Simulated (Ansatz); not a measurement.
**AlCl₃H₃P: one species, many methods**

An exercise on one series of results from a longer session: the logs are not shown, and one member is left open.

Program: Ansatz 0.2.0, Gaussian basis. Level of theory: functionals in def2-TZVPP, the program's frozen cores in correlated methods. These are calculated values, not measurements.

The runs, in order: LDA (SPW92), PBE-D4, revPBE-D4, BLYP-D4, r2SCAN-D4, B97M-V, PBE0-D4, B3LYP-D4, r2SCANh-D4, r2SCAN0-D4, HSE06-D4, BHLYP-D4, CAM-B3LYP-D4, LC-ωPBE, ωB97X-V, ωB97M-V, B2PLYP, PBE-QIDH; CCSD(T)/def2-SVP; CCSD(T)/def2-TZVPP; MP2/def2-QZVPP; extrapolation to the limit; RPA on PBE.

### The relaxed structure

An earlier PBE0-D4 in a triple-zeta def2 set relaxation fixed the geometry.

SMILES `[PH3+][Al-]([Cl])([Cl])[Cl]`, 8 atoms, charge 0, spin multiplicity 1.

Atoms are counted from 1 here; the program's logs count them from 0.

Bond lengths: P1–Al2 2.476 Å, P1–H6 1.407 Å, P1–H7 1.407 Å, P1–H8 1.407 Å, Al2–Cl3 2.106 Å, Al2–Cl4 2.106 Å, Al2–Cl5 2.106 Å. Angles: Al2–P1–H6 117.4°, Al2–P1–H7 117.4°, Al2–P1–H8 117.4°, H6–P1–H7 100.5°, H6–P1–H8 100.5°, H7–P1–H8 100.5°, P1–Al2–Cl3 99.8°, P1–Al2–Cl4 99.8°, P1–Al2–Cl5 99.8°, Cl3–Al2–Cl4 117.2°, Cl3–Al2–Cl5 117.2°, Cl4–Al2–Cl5 117.2°.

Geometry (Å):

```xyz
8

P    -0.9990   -0.1332    0.4808
Al    1.2171    0.1432   -0.5889
Cl    2.3734   -1.0982    0.6584
Cl    0.7746   -0.5757   -2.5181
Cl    1.4626    2.2231   -0.3704
H    -1.1204    0.2522    1.8284
H    -1.5338   -1.4332    0.5373
H    -2.0824    0.5648   -0.0835
```

Set-up of the first run:

Contents of in.yaml:

```yaml
crystal:
  periodic: [false, false, false]
  atoms:
    - {symbol: P, position_ang: [-0.998980, -0.133173, 0.480827]}
    - {symbol: Al, position_ang: [1.217071, 0.143159, -0.588941]}
    - {symbol: Cl, position_ang: [2.373445, -1.098191, 0.658402]}
    - {symbol: Cl, position_ang: [0.774598, -0.575702, -2.518071]}
    - {symbol: Cl, position_ang: [1.462628, 2.223059, -0.370387]}
    - {symbol: H, position_ang: [-1.120432, 0.252199, 1.828431]}
    - {symbol: H, position_ang: [-1.533767, -1.433223, 0.537332]}
    - {symbol: H, position_ang: [-2.082365, 0.564772, -0.083494]}
basis:
  gaussian: {orbitals: def2-TZVPP}
hamiltonian: {xc: lda}
output: {orbitals: {seedname: orbitals}}
```

The run is started by

```bash
$ ansatz run in.yaml --threads 4 --pin off --events-out ev --progress --plain --max-ram 10444MiB
```

Among the steps run: LDA; PBE-D4 (GGA); revPBE-D4 (GGA); BLYP-D4 (GGA); r2SCAN-D4 (meta-GGA); B97M-V (meta-GGA); PBE0-D4 (hybrid); B3LYP-D4 (hybrid); r2SCANh-D4 (hybrid); r2SCAN0-D4 (hybrid); HSE06-D4 (hybrid); BHLYP-D4 (hybrid); CAM-B3LYP-D4 (range-separated); LC-ωPBE (range-separated); ωB97X-V (range-separated); ωB97M-V (range-separated); B2PLYP (double hybrid); PBE-QIDH (double hybrid).

One table of the session follows, with a row left open; its other results are not shown here.

It belongs to the step «Orbital energies across the functionals». 

```
  functional  HOMO (eV)  gap (eV)
 LDA (SPW92)      -7.37      5.53
      PBE-D4      -7.23      5.55
   revPBE-D4      -7.18      5.56
     BLYP-D4      -7.05      5.53
   r2SCAN-D4      -7.60      6.17
      B97M-V      -7.69      6.11
     PBE0-D4      -8.63      7.84
    B3LYP-D4      -8.34      7.36
  r2SCANh-D4      -8.11      7.00
  r2SCAN0-D4      -8.87      8.24
    HSE06-D4      -8.23      7.06
    BHLYP-D4      -9.87     10.09
CAM-B3LYP-D4      -9.98     10.32
     LC-ωPBE     -11.43     12.90
     ωB97X-V     -11.04     12.40
     ωB97M-V          ?         ?
```

**Question.** Estimate the row for ωB97M-V.

As computed: HOMO (eV): -10.89; gap (eV): 12.05. In the column «HOMO (eV)» it lies between ωB97X-V (-11.04) and CAM-B3LYP-D4 (-9.98).
